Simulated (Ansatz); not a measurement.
## CuPdO₂, space group Pmmm: a convergence test of the plane-wave cutoff, step by step

Program: the Python package of Ansatz (0.2.0).

Run as a notebook:

In [1]:
```python
import csv

import ansatz
```

In [2]:
```python
xtal = (
    ansatz.Lattice.of((2.936875, 0.0, 0.0), (0.0, 3.019896, 0.0), (0.0, 0.0, 5.265091))
    .atom("Cu", (0.5, 0.5, 0.5))
    .atom("Pd", (0.0, 0.0, 0.0))
    .atom("O", (0.0, 0.5, 0.740489))
    .atom("O", (0.0, 0.5, 0.259511))
)
```

In [3]:
```python
model = xtal.calculation()
model = model.functional("pbesol")
model = model.kpoints(7, 7, 4)
model = model.occupations("cold")
model = model.forces()
model = model.stress()

rows = []
for value in [300, 400, 500, 600, 700]:
    report = model.basis(value).run().report
    rows.append((value, report["free_energy_ev"] / len(report["lattice"]["sites"]), report["n_iterations"], sum(report["stress_gpa"][i][i] for i in range(3)) / 3, max(abs(f) for row in report["forces_ev_ang"] for f in row), report["n_pw"]))
```
```text
DeckWarning: basis.ecutwfc = 300 eV is below the records' recommended 420 eV, and the density's cutoff is lower with it unless basis.ecutrho_ratio is high enough to keep the records' density cutoff: compare with a run at a higher cutoff
DeckWarning: basis.ecutwfc = 400 eV is below the records' recommended 420 eV, and the density's cutoff is lower with it unless basis.ecutrho_ratio is high enough to keep the records' density cutoff: compare with a run at a higher cutoff
```

In [4]:
```python
with open("ecut.csv", "w", newline="") as handle:
    writer = csv.writer(handle)
    writer.writerow(["cutoff (eV)", "F/atom (eV)", "iterations", "P (GPa)", "max component (eV/A)", "plane waves"])
    writer.writerows([round(v, 5) if isinstance(v, float) else v for v in row] for row in rows)
```

In [5]:
```python
# differences from the last row
for row in rows[:-1]:
    shift = 1000 * (row[1] - rows[-1][1])
    print(f"{row[0]}: {shift:+.2f} meV/atom" + ("  (within 1 meV)" if abs(shift) < 1 else ""))
```
```text
300: +362.80 meV/atom
400: +10.14 meV/atom
500: +0.92 meV/atom  (within 1 meV)
600: +0.32 meV/atom  (within 1 meV)
```

It writes `ecut.csv`:
```csv
cutoff (eV),F/atom (eV),iterations,P (GPa),max component (eV/A),plane waves
300,-3653.18957,10,-4.23254,0.16323,539
400,-3653.54223,8,-2.72888,0.11666,833
500,-3653.55145,8,-2.70999,0.12328,1183
600,-3653.55205,8,-2.71416,0.12375,1551
700,-3653.55237,8,-2.71691,0.12382,1991
```

From 500 eV on it stays within 1 meV an atom of the value at 700 eV; the first row (300 eV) is off by 362.8 meV and the last but one by 0.32 meV. The energy falls steadily, as expected when plane waves are added. The pressure moves from -4.23 to -2.72 GPa (the program's stress holds a Pulay correction, so it settles early). The last run costs about 2.4 times the first.

The cell holds an odd number of electrons and is run without spin, so a magnetic state may lie lower. The mesh is modest for a metal, so energies can be off by several to tens of meV an atom and pressures by half a GPa or more; differences at equal mesh fare better. Pressure is positive in compression. Without a Hubbard U or exact exchange, semilocal functionals often make such 3d compounds metallic or too weakly gapped. This cell is a computed structure, which may not be the phase found in nature. Warnings are shown shortened and without file and line. Shifts are counted from the last row, which is itself no proven limit. It ran for 18 s on 1 thread of Arm Neoverse V2, with other jobs on the host, peak memory 0.49 GiB.
